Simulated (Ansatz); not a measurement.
# W(NH)2Br2 (Br2H2N2W): the relaxed shape and its frontier levels

What does W(NH)2Br2 (Br2H2N2W) look like as a singlet, and where do its frontier electrons sit?

Computed with Ansatz 0.2.0, Gaussian basis. Level: RKS PBE0-D4/def2-TZVP.

Plan: relaxation at PBE-D4/def2-SVP; a single point at PBE0-D4/def2-TZVP.

2 further runs of the same task are left out: 2 set aside as unsound or not needed.

### Step 1. Where the work starts

7 atoms, charge 0, spin multiplicity 1.

Atoms are counted from 1 here; the program's logs count them from 0.

Bond lengths: W1–N2 1.779 Å, W1–N4 1.779 Å, W1–Br6 2.410 Å, W1–Br7 2.410 Å, N2–H3 1.022 Å, N4–H5 1.022 Å. Angles: N2–W1–N4 114.3°, N2–W1–Br6 108.7°, N2–W1–Br7 108.6°, N4–W1–Br6 108.8°, N4–W1–Br7 108.7°, Br6–W1–Br7 107.6°, W1–N2–H3 166.0°, W1–N4–H5 166.1°.

Formally the metal is d0. W takes a core potential in the def2 sets. No spin-orbit coupling is included.

The start is a GFN2-xTB geometry.

### Step 2. Optimising with PBE-D4/def2-SVP

in.yaml

```yaml
crystal:
  periodic: [false, false, false]
  atoms:
    - {symbol: W, position_ang: [-0.292230, 0.005390, -0.206400]}
    - {symbol: N, position_ang: [-0.362490, -0.015380, 1.571390]}
    - {symbol: H, position_ang: [-0.154960, -0.028430, 2.572220]}
    - {symbol: N, position_ang: [1.356790, 0.000590, -0.873420]}
    - {symbol: H, position_ang: [2.368500, -0.005050, -1.017480]}
    - {symbol: Br, position_ang: [-1.445940, 1.966460, -1.002250]}
    - {symbol: Br, position_ang: [-1.469670, -1.923580, -1.044060]}
basis:
  gaussian: {orbitals: def2-SVP}
hamiltonian: {xc: pbe, dispersion: d4}
scf: {lower_state_search: "off"}
output: {orbitals: {seedname: orbitals}}
relax: {f_tol: 0.02, max_steps: 100}
```

Run with:

```console
$ ansatz run in.yaml --threads 2 --pin off --events-out ev --progress --plain --max-ram 22528MiB --backend cpu
```

The runs that follow: Single point, PBE0-D4/def2-TZVP.

Q: Predict the results of all the runs planned. Wanted: point group; near neighbours of the metal; HOMO, LUMO at PBE0-D4/def2-TZVP; charge on the metal; dipole at PBE-D4/def2-SVP.

As calculated:

```
                                         quantity                               value
                                      point group                                 C2v
                     near neighbours of the metal  N 1.76, N 1.76, Br 2.45, Br 2.45 Å
                  HOMO, LUMO at PBE0-D4/def2-TZVP                     -8.08, -2.65 eV
charge on the metal (Mulliken, PBE0-D4/def2-TZVP)                             +1.16 e
                        dipole at PBE-D4/def2-SVP                              2.74 D
```

The molecule keeps its bonding pattern by the stored test; the atoms moved 0.18 Å (rms). The metal has 4 near neighbours by the distance rule, from 1.76 to 2.45 Å. The Mulliken charge of the metal, +1.16 e, depends on the basis and isn't its oxidation state. No usable vibrations, so a minimum isn't proven. Whether this spin is the lowest isn't tested here.
